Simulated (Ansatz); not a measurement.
# CH5NSn: how energies converge with the basis set

How large a basis does CH5NSn need? Two functionals are run in growing sets.

Method: one geometry, several basis sets; program: Ansatz 0.2.0, Gaussian basis.

The runs, in order: PBE0-D4/def2-SVP; ωB97M-V/def2-SVP; PBE0-D4/def2-QZVPP; ωB97M-V/def2-QZVPP; the functionals' def2-TZVPP values are taken from earlier runs.

## Step 1: Structure used throughout

An earlier PBE0-D4 in a triple-zeta def2 set relaxation fixed the geometry. Sn takes the def2 core potential; no spin-orbit term is included.

SMILES `N=[CH][SnH3]`, 8 atoms, charge 0, spin multiplicity 1.

Atoms are counted from 1 here; the program's logs count them from 0.

Bond lengths: N1–C2 1.265 Å, N1–H4 1.024 Å, C2–Sn3 2.158 Å, C2–H5 1.101 Å, Sn3–H6 1.700 Å, Sn3–H7 1.709 Å, Sn3–H8 1.709 Å. Angles: C2–N1–H4 111.7°, N1–C2–Sn3 118.6°, N1–C2–H5 122.5°, Sn3–C2–H5 118.9°, C2–Sn3–H6 108.6°, C2–Sn3–H7 109.2°, C2–Sn3–H8 109.2°, H6–Sn3–H7 110.8°, H6–Sn3–H8 110.8°, H7–Sn3–H8 108.3°.

Geometry (Å):

```xyz
8
CH5NSn
N    -1.2839    0.9697   -0.8507
C    -0.4618    0.0088   -0.8328
Sn    0.7562   -0.2749    0.9256
H    -1.8042    1.0064   -1.7318
H    -0.3444   -0.6859   -1.6786
H     0.3497    0.9179    2.0662
H     2.4048   -0.1605    0.4901
H     0.4755   -1.8384    1.5562
```

## Step 2: PBE0-D4 in def2-SVP

The input, in.yaml:

```yaml
crystal:
  periodic: [false, false, false]
  atoms:
    - {symbol: N, position_ang: [-1.283920, 0.969689, -0.850698]}
    - {symbol: C, position_ang: [-0.461761, 0.008763, -0.832759]}
    - {symbol: Sn, position_ang: [0.756228, -0.274948, 0.925578]}
    - {symbol: H, position_ang: [-1.804204, 1.006392, -1.731820]}
    - {symbol: H, position_ang: [-0.344373, -0.685934, -1.678574]}
    - {symbol: H, position_ang: [0.349660, 0.917880, 2.066235]}
    - {symbol: H, position_ang: [2.404842, -0.160536, 0.490103]}
    - {symbol: H, position_ang: [0.475528, -1.838408, 1.556235]}
basis:
  gaussian: {orbitals: def2-SVP}
hamiltonian: {xc: pbe0, dispersion: d4}
output: {orbitals: {seedname: orbitals}}
```

The run is started by

```sh
ansatz run in.yaml --threads 2 --pin off --events-out ev --progress --plain --max-ram 4352MiB
```

The runs that follow: ωB97M-V in def2-SVP; PBE0-D4 in def2-QZVPP; ωB97M-V in def2-QZVPP.

Before running them: what should the planned runs give, taken together? Wanted: PBE0-D4: double and triple zeta above quadruple; ωB97M-V: double and triple zeta above quadruple.

As calculated:

```
                                       quantity          value
PBE0-D4: double and triple zeta above quadruple  3.47, 0.21 eV
ωB97M-V: double and triple zeta above quadruple  3.64, 0.20 eV
```

PBE0-D4 gains 3.26 eV from double to triple zeta, then 0.21 eV more. These are total energies; as a rule much of such shifts cancels in differences, which this series doesn't test. The LUMO of ωB97M-V is positive and keeps falling with the basis (1.73 to 1.23 eV): an unbound level that the basis holds in place.
